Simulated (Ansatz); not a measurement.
ZnSn3: equation of state with PBE

Crystal: ZnSn3.

```xyz
4
Lattice="-2.2135 2.2135 5.2053 2.2135 -2.2135 5.2053 2.2135 2.2135 -5.2053" Properties=species:S:1:pos:R:3 pbc="T T T"
Sn    0.0000    0.0000    5.2053
Sn    2.2135    0.0000    2.6027
Sn    0.0000    2.2135    2.6027
Zn    0.0000    0.0000    0.0000
```

The cell comes from a database or a generator and needn't be the stable form of this composition.

```json
{"Program": "Ansatz 0.2.0", "Task": "equation of state", "Functional": "PBE", "Potentials or basis": "Ansatz PAW", "Cutoff": "420 eV", "Density cutoff": "1680 eV", "k mesh": "9 × 9 × 9", "Occupations": "fermi-dirac, width 0.05 eV", "Spin": "no spin polarisation"}
```

The equilibrium volume is 25.46 Å³/atom. The bulk modulus at fixed shape and positions is 48 GPa and the pressure derivative of the bulk modulus is 5.0.

Energy against volume, from the lowest point:
| volume (Å³/atom) | energy (meV/atom) |
| --- | --- |
| 23.975 | 14.42 |
| 24.485 | 5.94 |
| 24.995 | 1.27 |
| 25.505 | 0.00 |
| 26.015 | 1.74 |
| 26.525 | 6.13 |
| 27.035 | 12.90 |

All runs of the series together: 41 s on 2 threads of Arm Neoverse V2, on a shared host.

Caveat: the cell was scaled at fixed shape and fractional positions, which overstates the stiffness of a crystal with free parameters, most of all of layers and chains.
